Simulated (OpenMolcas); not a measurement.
# Rh²⁺ among point charges: CASSCF and CASPT2 levels and susceptibility

How does a field of 4 point charges split the states of Rh²⁺, and what χT follows?

Program: OpenMolcas 26.06. Level of theory: state-averaged CASSCF and CASPT2, spin-orbit coupling by RASSI with atomic mean-field integrals. These are calculated values, not measurements, unless marked.

## Step 1: Starting point

| Quantity | Value |
| --- | --- |
| Species | Rh²⁺ (rhodium, Z = 45, 43 electrons) |
| Basis | ANO-RCC-VDZP [6s5p3d1f], 43 functions |
| Scalar Hamiltonian | DKH2, point nucleus |
| Inactive shells | 1s 2s 2p 3s 3p 3d 4s 4p |
| Active space | 7 electrons in 5 orbitals (4d) |
| Some configurations of this space | 4d⁷ |
| Orbitals | optimised for each spin and parity, averaged over all roots |

Outer shells as boxes (Hund's rule):

4d7
```
4d [↑↓][↑↓][↑ ][↑ ][↑ ]
```

The ion sits among 4 point charges of -2.5 e arranged as a tetrahedron (Td), 2.39 Å from the ion.

Each step is its own input file, run in one work folder so that later steps find the files of earlier ones. Labels, J, g values, rates, χT and fits are worked out afterwards by a script from the matrices that RASSI stores.

## Step 2: GATEWAY and SEWARD: basis and integrals

Input file a.inp:

```
&GATEWAY
Coord
1

Rh 0.0 0.0 0.0
Basis=ANO-RCC-VDZP
Group=NoSym
NoMove
AngMom=0.0 0.0 0.0
AMFI
XField
4 Angstrom 0
1.379867 1.379867 1.379867 -2.500000
1.379867 -1.379867 -1.379867 -2.500000
-1.379867 1.379867 -1.379867 -2.500000
-1.379867 -1.379867 1.379867 -2.500000
&SEWARD
```

The run is started by

```
$ OMP_NUM_THREADS=1 MOLCAS_MEM=1689 MOLCAS_PROJECT=a pymolcas a.inp > a.log
```

## Step 3: CASSCF: quartets, 10 roots

Input file a.inp:

```
&RASSCF
FileOrb=start.orb
Symmetry=1
Spin=4
nActEl=7 0 0
Inactive=18
Ras2=5
CIRoot=10 10 1
SDav=10
CIMx=300
Iter=120 100
PrWF=0.3
OrbListing=Nothing
MaxOrb=0
>>> COPY $Project.JobIph JOB001
```

start.orb holds the contracted functions of the basis, ordered by shell, or the orbitals of the step before.

## Step 4: Reference wave functions, doublets, 40 roots

Input file a.inp:

```
&RASSCF
FileOrb=start.orb
Symmetry=1
Spin=2
nActEl=7 0 0
Inactive=18
Ras2=5
CIRoot=40 40 1
SDav=40
CIMx=300
Iter=120 100
PrWF=0.3
OrbListing=Nothing
MaxOrb=0
>>> COPY $Project.JobIph JOB002
```

## Step 5: State interaction with spin-orbit coupling

Input file a.inp:

```
&RASSI
NrOfJobIphs=2 10 40
1 2 3 4 5 6 7 8 9 10
1 2 3 4 5 6 7 8 9 10 11 12 13 14 15 16 17 18 19 20 21 22 23 24 25 26 27
28 29 30 31 32 33 34 35 36 37 38 39 40
IphNames
JOB001
JOB002
EJob
SpinOrbit
DIPRint=1.0
SOCoupling=1000.0
Subsets=2
Property=9
'ANGMOM' 1 'ANGMOM' 2 'ANGMOM' 3 'MLTPL  1' 1 'MLTPL  1' 2 'MLTPL  1' 3
'AMFI' 1 'AMFI' 2 'AMFI' 3
SOProperty=3
'ANGMOM' 1 'ANGMOM' 2 'ANGMOM' 3
```

## Step 6: CASPT2: IPEA 0.25, imaginary shift 0.1 (closed shells correlated: 4s 4p)

Input file a.inp:

```
>>> COPY JOB001 $Project.JobIph
&CASPT2
Multistate=10 1 2 3 4 5 6 7 8 9 10
NoMult
Frozen=14
IPEA=0.25
Imaginary=0.1
MaxIter=60
WThr=0.0 0.3 0.05
PrWF=0.5
NoMix
>>> COPY JOB002 $Project.JobIph
&CASPT2
Multistate=40 1 2 3 4 5 6 7 8 9 10 11 12 13 14 15 16 17 18 19 20 21 22
23 24 25 26 27 28 29 30 31 32 33 34 35 36 37 38 39 40
NoMult
Frozen=14
IPEA=0.25
Imaginary=0.1
MaxIter=60
WThr=0.0 0.3 0.05
PrWF=0.5
NoMix
```

(Steps that only read results are left out.)

Q: Predict the outcome of this session. Wanted: spin-free ground state; first state of the same spin within the active space; lowest level; next level.

**Answer**, as computed:

| quantity | value |
| --- | --- |
| method | SS-CASPT2, IPEA 0.25, imaginary shift 0.1 (closed shells correlated: 4s 4p) |
| spin-free ground state | 4A2, 1-fold in its orbital part |
| first state of the same spin within the active space | 4T2 at 1560 cm⁻¹ |
| lowest level | 4-fold Γ8 |
| next level | 1326.1 cm⁻¹ |
| χT at 300 K | 4.34 cm³ K/mol |
| effective moment at 300 K | 5.89 μB |

Cost by method:

```csv
method,time of its own steps,time with the reference
A. CASSCF,8.7 s,8.7 s
"B. SS-CASPT2, IPEA 0.25, imaginary shift 0.1, +4s 4p",3.9 s,13 s
```

Times are of one thread on a shared host.

What this shows: The spin-free ground state (4A2) comes to 100 % from free-ion F terms and keeps the highest spin of the shell. χT at 300 K is 4.34, against 1.88 cm³ K/mol for the spin alone, so orbital moment adds to it. CASPT2 does not keep the components of a term degenerate, and the means are used. The field of point charges can differ much from that of real complexes. Point charges carry no covalency, so the field is a model and not that of real ligands.
